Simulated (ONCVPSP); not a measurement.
**Pseudopotential generation for Ga: ONCV, PBEsol**

Aim: build the potential from the settings below, then test how well it stands in for the atom: other configurations, scattering, ghost states and the plane-wave cutoff that it needs.

Method: ONCVPSP 4.0.1.1 (patched build), PBEsol, scalar-relativistic.

### 1 The design

Typed settings, in words:

| Quantity | Value |
| --- | --- |
| element | gallium (Ga, Z = 31) |
| type | optimised norm-conserving Vanderbilt (ONCV) |
| frozen core | [Ar] |
| valence charge | 13 |
| reference configuration | 3d10 4s2 4p1 |
| partial waves | 4s: rc 1.90 bohr, ncon 4, nbas 8, qcut 3.1 1/bohr, 3 projectors, debl 2.4 Ha; 4p: rc 2.65 bohr, ncon 3, nbas 7, qcut 3.2 1/bohr, 2 projectors, debl 2.9 Ha; 3d: rc 0.65 bohr, ncon 4, nbas 7, qcut 15.2 1/bohr, 2 projectors, debl 2.9 Ha |
| local potential | polynomial inside 0.55 bohr (lpopt 5, dvloc0 -1 Ha) |
| core correction | not asked for |

The outer shells as boxes (Hund's rule for the drawing; the calculation is spin-unpolarised):

```
[Ar] core
3d [↑↓][↑↓][↑↓][↑↓][↑↓]
4s [↑↓]
4p [↑ ][  ][  ]
```

The nodes and maxima of the atom's own shells, from an earlier all-electron run, set the scale for the radii.

All-electron outer shells of the reference configuration (PBEsol, scalar-relativistic, ld1.x):

```json
{"shell": "3s", "level (eV)": "-147.78", "outermost node (bohr)": "0.27", "outermost maximum (bohr)": "0.56"}
{"shell": "3p", "level (eV)": "-98.68", "outermost node (bohr)": "0.24", "outermost maximum (bohr)": "0.56"}
{"shell": "3d", "level (eV)": "-19.16", "outermost node (bohr)": "–", "outermost maximum (bohr)": "0.53"}
{"shell": "4s", "level (eV)": "-8.96", "outermost node (bohr)": "0.81", "outermost maximum (bohr)": "1.90"}
{"shell": "4p", "level (eV)": "-2.57", "outermost node (bohr)": "0.87", "outermost maximum (bohr)": "2.53"}
```

### 2 Generating the potential

Ga.dat

```
# ATOM AND REFERENCE CONFIGURATION
# atsym  z   nc   nv     iexc    psfile
  Ga 31.00    5    3  -116133      upf
#
#   n    l    f
    1    0    2.00
    2    0    2.00
    2    1    6.00
    3    0    2.00
    3    1    6.00
    3    2   10.00
    4    0    2.00
    4    1    1.00
#
# PSEUDOPOTENTIAL AND OPTIMIZATION
# lmax
    2
#
#   l,   rc,      ep,       ncon, nbas, qcut
    0    1.90    0.00    4    8    3.10
    1    2.65    0.00    3    7    3.20
    2    0.65    0.00    4    7   15.20
#
# LOCAL POTENTIAL
# lloc, lpopt,  rc(5),   dvloc0
    4    5    0.55   -1.00
#
# VANDERBILT-KLEINMAN-BYLANDER PROJECTORs
# l, nproj, debl
    0    3    2.40
    1    2    2.90
    2    2    2.90
#
# MODEL CORE CHARGE
# icmod, fcfact, rcfact
    0    0.00    0.00
#
# LOG DERIVATIVE ANALYSIS
# epsh1, epsh2, depsh
   -2.00    5.00    0.02
#
# OUTPUT GRID
# rlmax, drl
    6.00    0.01
#
# TEST CONFIGURATIONS
# ncnf
    4
# nvcnf
#   n    l    f
    3
    3    2   10.00
    4    0    2.00
    4    1    0.00
#
    3
    3    2   10.00
    4    0    1.00
    4    1    0.00
#
    3
    3    2   10.00
    4    0    0.00
    4    1    0.00
#
    3
    3    2    9.00
    4    0    2.00
    4    1    1.00
#
```

On the command line:

```console
oncvpsp.x < Ga.dat > Ga.out
```

Before running it: what results should come out? Wanted: cutoffs for 1 and 0.1 mHa per electron, occupied waves; bound ghosts; GHOST(+) flags; largest test error; largest phase difference near zero energy, channels read.

**Answer**, as computed:

| quantity | value |
| --- | --- |
| cutoffs for 1 and 0.1 mHa per electron, occupied waves | 392 Ha and 458 Ha |
| bound ghosts | s at -234.40 eV, p at -64.99 eV |
| GHOST(+) flags | s at 270 eV |
| largest test error (AE − PS) | -185 meV, for 3d9 4s2 4p1 (1 test unsolved) |
| largest phase difference near zero energy, channels read | 0.002 rad |

In words: It has a bound ghost (s, p), a state that the atom doesn't have, and that rules the file out. By total energies transferability is poor: the largest error is 185 meV on 27.7 eV, for 3d9 4s2 4p1. Of the tests 1 gave no usable energy difference, which is a warning in itself. The potential is very hard: the looser tolerance needs 392 Ha. At the looser tolerance the 3d wave is the slowest; 4s needs 18 Ha. Near zero energy the phases of the channels with partial waves agree within 0.002 rad. The program also flags highly localised states, GHOST(+) (s). These are tests on the free atom; a crystal test is still owed.
